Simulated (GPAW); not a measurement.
Crystal: MnSi.

```
Mn Si
1.0
     4.54800    0.00000    0.00000
     0.00000    4.54800    0.00000
     0.00000    0.00000    4.54800
Mn Si
4 4
Direct
  0.86200 0.63800 0.36200
  0.63800 0.36200 0.86200
  0.36200 0.86200 0.63800
  0.13800 0.13800 0.13800
  0.15400 0.34600 0.65400
  0.34600 0.65400 0.15400
  0.65400 0.15400 0.34600
  0.84600 0.84600 0.84600
```

Program: GPAW 26.7.0. Alike in all runs: spin collinear, ferromagnetic start; cell as given; smearing fermi-dirac 0.05 eV.

**Question.** Order these runs on this cell by their pressure, lowest first.
A. level r2SCAN; potentials or basis GPAW PAW data sets (gpaw-data 1.2.1), pw; k mesh 5 × 5 × 5; cutoff (eV) 600; maxiter 150; band path GXMGRX,MR; band points 100
B. level PBE; potentials or basis GPAW PAW data sets (gpaw-data 1.2.1), pw; k mesh 4 × 4 × 4; cutoff (eV) 450; maxiter 120; convergence default
C. level LDA; potentials or basis the program's PAW data sets (release 1.2.1) made for this functional, pw; k mesh 4 × 4 × 4; cutoff (eV) 450; maxiter 120; convergence default

**Answer.** C (-15.0 GPa), B (-2.9 GPa), A (2.7 GPa).

Caveats: the cutoff is short for stress and forces, so pressures can be off by a GPa or more (some runs); the moment fell far below its start of 5 μB, so a state of higher moment may lie lower in energy (some runs); the PAW data sets were made with another functional, which shifts forces and pressure a little (some runs); so large a pressure means that the cell lies far from this level's equilibrium, or that cutoff or potentials fall short (some runs).

Not every run made on this cell is shown here.
